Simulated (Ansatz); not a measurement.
**C₂H₈AlNSi: one species, many methods**

One table from this session's results is given with a row withheld; the runs are named, their logs left out.

Program: Ansatz 0.2.0, Gaussian basis. Level of theory: functionals in def2-TZVPP, the program's frozen cores in correlated methods. These are calculated values, not measurements.

The runs, in order: LDA (SPW92), PBE-D4, revPBE-D4, BLYP-D4, r2SCAN-D4, B97M-V, PBE0-D4, B3LYP-D4, r2SCANh-D4, r2SCAN0-D4, HSE06-D4, BHLYP-D4, CAM-B3LYP-D4, LC-ωPBE, ωB97X-V, ωB97M-V, B2PLYP, PBE-QIDH; CCSD(T)/def2-SVP; CCSD(T)/def2-TZVPP; MP2/def2-QZVPP; extrapolation to the limit; RPA on PBE.

### Structure used throughout

The geometry comes from an earlier relaxation with PBE0-D4 in a triple-zeta def2 set; it is a stationary point, not always the lowest conformer.

13 atoms, charge 0, spin multiplicity 1.

Atoms are counted from 1 here; the program's logs count them from 0.

Bond lengths: C1–N2 1.441 Å, C1–H6 1.097 Å, C1–H7 1.094 Å, C1–H8 1.097 Å, N2–Si3 1.770 Å, N2–Al4 1.776 Å, Si3–Al4 2.297 Å, Si3–H9 1.497 Å, Si3–H10 1.497 Å, Al4–C5 1.945 Å, C5–H11 1.093 Å, C5–H12 1.093 Å, C5–H13 1.093 Å. Angles: N2–C1–H6 111.5°, N2–C1–H7 111.3°, N2–C1–H8 111.5°, H6–C1–H7 107.6°, H6–C1–H8 107.2°, H7–C1–H8 107.6°, C1–N2–Si3 129.5°, C1–N2–Al4 149.7°, Si3–N2–Al4 80.8°, N2–Si3–Al4 49.7°, N2–Si3–H9 114.7°, N2–Si3–H10 114.7°, Al4–Si3–H9 127.2°, Al4–Si3–H10 127.2°, H9–Si3–H10 105.4°, N2–Al4–Si3 49.5°, N2–Al4–C5 137.9°, Si3–Al4–C5 172.6° and more.

Set-up of the first run:

in.yaml

```yaml
crystal:
  periodic: [false, false, false]
  atoms:
    - {symbol: C, position_ang: [-0.675996, -0.412383, 1.862280]}
    - {symbol: N, position_ang: [0.112325, -0.336110, 0.658621]}
    - {symbol: Si, position_ang: [1.697513, -1.037899, 0.303748]}
    - {symbol: Al, position_ang: [0.314862, 0.245411, -1.007076]}
    - {symbol: C, position_ang: [-0.679332, 1.313859, -2.292887]}
    - {symbol: H, position_ang: [-0.142105, 0.013337, 2.720520]}
    - {symbol: H, position_ang: [-1.617585, 0.134009, 1.755440]}
    - {symbol: H, position_ang: [-0.922831, -1.450323, 2.116442]}
    - {symbol: H, position_ang: [1.749956, -2.532563, 0.370959]}
    - {symbol: H, position_ang: [2.806597, -0.560376, 1.188734]}
    - {symbol: H, position_ang: [-1.665683, 1.580404, -1.905263]}
    - {symbol: H, position_ang: [-0.142778, 2.237770, -2.525403]}
    - {symbol: H, position_ang: [-0.814646, 0.770063, -3.231417]}
basis:
  gaussian: {orbitals: def2-TZVPP}
hamiltonian: {xc: lda}
output: {orbitals: {seedname: orbitals}}
```

Among the steps run: LDA; PBE-D4 (GGA); revPBE-D4 (GGA); BLYP-D4 (GGA); r2SCAN-D4 (meta-GGA); B97M-V (meta-GGA); PBE0-D4 (hybrid); B3LYP-D4 (hybrid); r2SCANh-D4 (hybrid); r2SCAN0-D4 (hybrid); HSE06-D4 (hybrid); BHLYP-D4 (hybrid); CAM-B3LYP-D4 (range-separated); LC-ωPBE (range-separated); ωB97X-V (range-separated); ωB97M-V (range-separated); B2PLYP (double hybrid); PBE-QIDH (double hybrid).

One table of the session follows, with a row left open; its other results are not shown here.

It belongs to the step «Frontier levels by functional». 

```
  functional  HOMO (eV)  gap (eV)
 LDA (SPW92)      -5.41      3.70
      PBE-D4      -5.31      3.79
   revPBE-D4      -5.26      3.84
     BLYP-D4      -5.16      3.75
   r2SCAN-D4      -5.49      4.29
      B97M-V      -5.54      4.14
     PBE0-D4      -6.28      5.54
    B3LYP-D4      -6.10      5.14
  r2SCANh-D4      -5.85      4.91
  r2SCAN0-D4          ?         ?
    HSE06-D4      -5.89      4.79
    BHLYP-D4      -7.15      7.18
CAM-B3LYP-D4      -7.50      7.66
     LC-ωPBE      -8.74     10.02
     ωB97X-V      -8.46      9.58
     ωB97M-V      -8.24      9.02
```

Q: Estimate the row for r2SCAN0-D4 from the others.

Worked estimate for «HOMO (eV)». Against the share of exact exchange, r2SCAN-D4 (0, -5.49), r2SCANh-D4 (0.1, -5.85) give a slope of -3.60 per unit share; at 0.25 the line stands at -6.39.

The run gave: HOMO (eV): -6.40; gap (eV): 5.84. In «HOMO (eV)» the line misses by +0.01.
